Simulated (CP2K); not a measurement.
The system is GaGe.

```
Ge Ga
1.0
     4.09817    0.00000    0.00000
     2.04909    3.54912    0.00000
     2.04909    1.18304    3.34614
Ge Ga
1 1
Direct
  0.00000 0.00000 0.00000
  0.25000 0.25000 0.25000
```

The cell comes from a database or a generator and needn't be the stable form of this composition.

Base run:

```yaml
Program: CP2K 2026.2
Functional: revPBE
Potentials_or_basis: POTENTIAL_UZH Ge GTH-PBE-q4, Ga GTH-PBE-q13; TZVP-MOLOPT-PBE-GTH basis
Density_cutoff: 9184 eV
k_mesh: 8 × 8 × 8
Occupations: fermi-dirac, width 0.05 eV
Spin: no spin polarisation
```

Its results: band gap on the k mesh none (metal or under the smearing width); pressure 1.2 GPa.

Task: After a change of settings the same cell gave: band gap on the k mesh none (metal or under the smearing width); pressure -1.2 GPa. Which change was it?
A. functional from revPBE to PW91
B. functional from revPBE to PBE
C. functional from revPBE to M06-L
D. functional from revPBE to AM05

Result: D.

AM05 binds more tightly than revPBE, so the same cell stands under less pressure.

Caveats: the potentials were made for another functional, which shifts forces and pressure; the basis of atomic orbitals isn't converged, which shifts pressures, moduli and gaps.
